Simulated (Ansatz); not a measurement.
Input of an Ansatz 0.2.0 run:

Contents of input.yaml:

```yaml
crystal:
  lattice:
    - [2.71585, -4.70357, 0.00833]
    - [2.71585, 4.70357, 0.00833]
    - [-1.87915, 0.0, 7.40127]
  atoms:
    - { symbol: Hf, position: [0.78835, 0.21165, 0.0] }
    - { symbol: In, position: [0.62175, 0.37825, 0.5] }
    - { symbol: In, position: [0.45502, 0.54498, 0.0] }
    - { symbol: In, position: [0.28407, 0.71593, 0.5] }
    - { symbol: In, position: [0.95814, 0.04186, 0.5] }
    - { symbol: Si, position: [0.12168, 0.87832, 0.0] }
    - { symbol: O, position: [0.06219, 0.11415, 0.86666] }
    - { symbol: O, position: [0.88585, 0.93781, 0.13334] }
    - { symbol: O, position: [0.7949, 0.53784, 0.86663] }
    - { symbol: O, position: [0.46216, 0.2051, 0.13337] }
    - { symbol: O, position: [0.15352, 0.62879, 0.13333] }
    - { symbol: O, position: [0.37121, 0.84648, 0.86667] }
hamiltonian:
  xc: r2scanh
  pseudopotentials: { kind: paw }
kpoints:
  mp_grid: { grid: [3, 3, 2] }
scf:
  occupations: { method: fermi_dirac, width: 0.05 }
output:
  forces: true
  stress: true
  eigenvalues: true
```

Potentials or basis: Ansatz PAW.

Launch:

```bash
$ ansatz run input.yaml --threads 8 --pin off --max-ram 20480MiB --backend cpu --events-out ev --progress --plain --runs-dir out
```

**Question.** Predict the band gap on the k mesh.

**Answer.** None (metal or under the smearing width).

**Question.** Estimate the pressure.

**Answer.** -5.2 GPa.

Stress tensor (GPa, compression positive):
```
-5.44  0.00 -0.01
 0.00 -6.32  0.00
-0.01  0.00 -3.83
```

Caveat: the k mesh is coarse (spacing up to 0.46 Å⁻¹), so the values aren't converged, least of all with exact exchange; the PAW data sets come from PBE, with cores solved anew for the run's functional, which leaves a small shift of forces and pressure; the thresholds are loose for stress. The run has no spin-orbit coupling, so splittings on Hf are missing.
